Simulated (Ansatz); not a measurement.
Here is an Ansatz input file for CH6AsNOSi, SMILES N[SiH]([AsH2])C=O. Write the same calculation for the Python package.

```yaml
crystal:
  periodic: [false, false, false]
  atoms:
    - { symbol: "N", position_ang: [-1.0104, 1.1336, 0.312] }
    - { symbol: Si, position_ang: [-0.3115, -0.4483, 0.2826] }
    - { symbol: As, position_ang: [1.733, -0.3451, 1.3064] }
    - { symbol: C, position_ang: [-0.0215, -1.0029, -1.4602] }
    - { symbol: O, position_ang: [-1.0673, -1.1485, -2.1972] }
    - { symbol: H, position_ang: [-0.4449, 1.8177, -0.2714] }
    - { symbol: H, position_ang: [-1.9392, 1.1001, -0.2071] }
    - { symbol: H, position_ang: [-1.1321, -1.3742, 0.9995] }
    - { symbol: H, position_ang: [1.1987, 0.5198, 2.5444] }
    - { symbol: H, position_ang: [2.1754, 0.925, 0.5281] }
    - { symbol: H, position_ang: [0.8851, -1.2342, -1.8165] }
accuracy: high
basis:
  gaussian: { orbitals: cc-pVDZ }
hamiltonian:
  xc: pbe0
scf:
  lower_state_search: standard
output:
  forces: true
```

Launched from the shell:
```console
$ ansatz run input.yaml --threads 1 --pin off --max-ram 4096MiB --backend cpu --events-out ev --progress --plain --runs-dir out
Engine: ansatz 0.2.0, aarch64-unknown-linux-gnu
Functional definition: PBE0
  parameter a = 0.25
  parameter kappa = 0.804
  parameter beta = 0.06672455060314922
  exchange = (1 - a)*pbe_x(kappa = kappa, mu = beta*pi^2/3) + a*exact_x
  correlation = pbe_c(beta = beta)
2753 factors; integrals over basis functions are off by at most 4.5e-9 eV
mean field evaluation 1: about -73367.2795 eV, gradient 5.4e1 eV
mean field evaluation 2: about -73357.7068 eV, gradient 8.5e1 eV
mean field evaluation 4: about -73373.0683 eV, gradient 6.9e0 eV
mean field evaluation 8: about -73373.3966 eV, gradient 8.3e-1 eV
mean field evaluation 16: about -73373.3986 eV, gradient 1.9e-4 eV
mean field -73373.39861247 eV, -2696.4226647324 hartree, gradient 7.9e-8 eV, S^2 0.000000; 0 other end points of the search recorded, 0 dependent functions left out
the calculation of the forces begins
reference -73373.39861506 eV, -2696.4226648274 hartree; 37, 37 occupied and 80, 80 virtual orbitals, 2753 factors
Total energy: -73373.39861506 eV, -2696.4226648274 hartree
Atom 0 at    -1.010400     1.133600     0.312000 Å, force    -1.320399     1.604327    -1.889217 eV/Å
Atom 1 at    -0.311500    -0.448300     0.282600 Å, force     0.510506     1.032566     0.276542 eV/Å
Atom 2 at     1.733000    -0.345100     1.306400 Å, force     0.958350     0.823725     1.337635 eV/Å
Atom 3 at    -0.021500    -1.002900    -1.460200 Å, force    -7.821577    -0.319492    -1.383354 eV/Å
Atom 4 at    -1.067300    -1.148500    -2.197200 Å, force     3.566272     0.605843     2.246750 eV/Å
Atom 5 at    -0.444900     1.817700    -0.271400 Å, force    -0.687542    -0.960186     1.005819 eV/Å
Atom 6 at    -1.939200     1.100100    -0.207100 Å, force     1.155578     0.150929     0.845412 eV/Å
Atom 7 at    -1.132100    -1.374200     0.999500 Å, force    -0.876875    -0.878992     0.517271 eV/Å
Atom 8 at     1.198700     0.519800     2.544400 Å, force     0.321187    -0.650291    -0.964383 eV/Å
Atom 9 at     2.175400     0.925000     0.528100 Å, force    -0.192808    -0.353649     0.159405 eV/Å
Atom 10 at     0.885100    -1.234200    -1.816500 Å, force     4.387308    -1.054780    -2.151880 eV/Å
Dipole moment:     0.129478     0.215855    -0.012726 e Å
```

The script, `energy_ch6asnosi.py`:
```python
"""Single point of CH6AsNOSi."""

import argparse
import sys

import ansatz as az
import numpy as np
import pandas as pd

parser = argparse.ArgumentParser(description="Single point of CH6AsNOSi.")
parser.add_argument("--basis-set", required=True, help="basis")
parser.add_argument("--xc", required=True, help="exchange-correlation functional")
args = parser.parse_args()

GEOMETRY = """
N    -1.01040    1.13360    0.31200
Si   -0.31150   -0.44830    0.28260
As    1.73300   -0.34510    1.30640
C    -0.02150   -1.00290   -1.46020
O    -1.06730   -1.14850   -2.19720
H    -0.44490    1.81770   -0.27140
H    -1.93920    1.10010   -0.20710
H    -1.13210   -1.37420    0.99950
H     1.19870    0.51980    2.54440
H     2.17540    0.92500    0.52810
H     0.88510   -1.23420   -1.81650
"""

molecule = az.Crystal.molecule()
for line in GEOMETRY.strip().splitlines():
    symbol, *xyz = line.split()
    molecule = molecule.atom(symbol, [float(v) for v in xyz])

calculation = (
    molecule.calculation()
    .basis(gaussian=args.basis_set)
    .functional(args.xc)
    .accuracy("high")
    .scf(lower_state_search="standard")
    .forces()  # eV per angstrom
)
try:
    summary = calculation.run(threads=1).report
except az.AnsatzError as error:
    sys.exit(f"{type(error).__name__}: {error}")

for key in ("converged", "free_energy_ev", "reference_energy_ev", "n_frozen", "n_occupied", "n_virtual"):
    print(f"{key:22s} {summary[key]}")

symbols = [site.symbol for site in molecule.cartesian_sites]
forces = np.array(summary["forces_ev_ang"])
print("largest force", round(float(np.linalg.norm(forces, axis=1).max()), 4), "eV/A, rms", round(float(np.sqrt((forces ** 2).mean())), 4))

charges = summary["charge_distribution"]
table = pd.DataFrame({"atom": symbols, "mulliken": charges["mulliken_charges_e"], "lowdin": charges["lowdin_charges_e"]})
print(table.round(3).to_string())
print("dipole (e A):", np.round(charges["dipole_moment_e_ang"], 4) + 0.0)
```

Running `python energy_ch6asnosi.py --basis-set cc-pVDZ --xc pbe0` prints:
```text
converged              True
free_energy_ev         -73373.39861505522
reference_energy_ev    -73373.39861505522
n_frozen               0
n_occupied             [37, 37]
n_virtual              [80, 80]
largest force 7.9494 eV/A, rms 1.9612
   atom  mulliken  lowdin
0     N    -0.314   0.086
1    Si     0.316  -0.133
2    As    -0.107   0.137
3     C     0.109  -0.120
4     O    -0.263   0.111
5     H     0.124   0.024
6     H     0.127   0.028
7     H    -0.026  -0.044
8     H     0.026  -0.006
9     H    -0.002  -0.028
10    H     0.008  -0.054
dipole (e A): [ 0.1295  0.2159 -0.0127]
```

What to keep in mind:
- These settings explore the input space; basis and method may be short of convergence.
- The geometry is a force-field or estimated start, not a minimum of this method, and the basis set is short of its limit.
- The Löwdin charges here are taken after orthogonalising the functions within each atom; they differ from plain Löwdin charges, and their signs can be unphysical.
- Wall time of the script: 30 s on 1 thread of Arm Neoverse V1, on a shared host, peak memory 0.66 GiB.

(A comment or docstring line of the script was reworded after the run, the code is as it ran; lines on the test bed's own set-up are left out of the output.)
